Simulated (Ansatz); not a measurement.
# CH4BClO: the cost of one run

Program: Ansatz 0.2.0. Level of theory: UKS PBE0/def2-SVPD. These are calculated values, not measurements.

### Step 1. The system as given

Bond lengths: B1–C2 1.854 Å, B1–O3 1.294 Å, B1–Cl5 1.720 Å, C2–H6 1.086 Å, C2–H7 1.086 Å, C2–H8 1.098 Å. Angles: B1–C2–H6 105.3°, B1–C2–H7 106.4°, B1–C2–H8 122.7°, H6–C2–H7 109.1°, H6–C2–H8 106.5°, H7–C2–H8 106.4°, C2–B1–O3 105.5°, C2–B1–Cl5 120.2°, O3–B1–Cl5 134.3°.

Structure file:

```xyz
8

B    -0.6720   -0.2833   -0.7435
C     0.4749    0.3494    0.5690
O    -0.4380   -1.5538   -0.8235
H     0.2738   -0.9356    0.0412
Cl   -1.7195    0.7994   -1.5739
H    -0.1691    0.8013    1.3176
H     1.0767    1.1245    0.1026
H     1.1731   -0.3019    1.1105
```

### Step 2. A restrained relaxation towards end A

Springs on the bonds that form and break draw the guess towards this end; the thresholds are loose.

Contents of input.yaml:

```yaml
crystal:
  periodic: [false, false, false]
  atoms:
    - { symbol: B, position_ang: [-0.672, -0.2833, -0.7435] }
    - { symbol: C, position_ang: [0.4749, 0.3494, 0.569] }
    - { symbol: O, position_ang: [-0.438, -1.5538, -0.8235] }
    - { symbol: H, position_ang: [0.2738, -0.9356, 0.0412] }
    - { symbol: Cl, position_ang: [-1.7195, 0.7994, -1.5739] }
    - { symbol: H, position_ang: [-0.1691, 0.8013, 1.3176] }
    - { symbol: H, position_ang: [1.0767, 1.1245, 0.1026] }
    - { symbol: H, position_ang: [1.1731, -0.3019, 1.1105] }
magnetization:
  spin_polarized: true
basis:
  gaussian: { orbitals: def2-SVPD }
hamiltonian:
  xc: pbe0
relax:
  f_tol: 0.15
  max_steps: 25
  restrain:
    - { distance: [3, 1], at: 2.37, k: 30.0 }
    - { distance: [0, 1], at: 1.6, k: 30.0 }
    - { distance: [3, 2], at: 0.97, k: 30.0 }
output:
  orbitals: {}
```

On the command line:

```sh
$ ansatz run input.yaml --threads 4 --pin off --max-ram 5120MiB --backend cpu --events-out ev --progress --plain --runs-dir out
```

What time and memory should one allow on 4 threads of Arm Neoverse N1, shared host?

About 35 s, with a peak of 0.3 GiB.
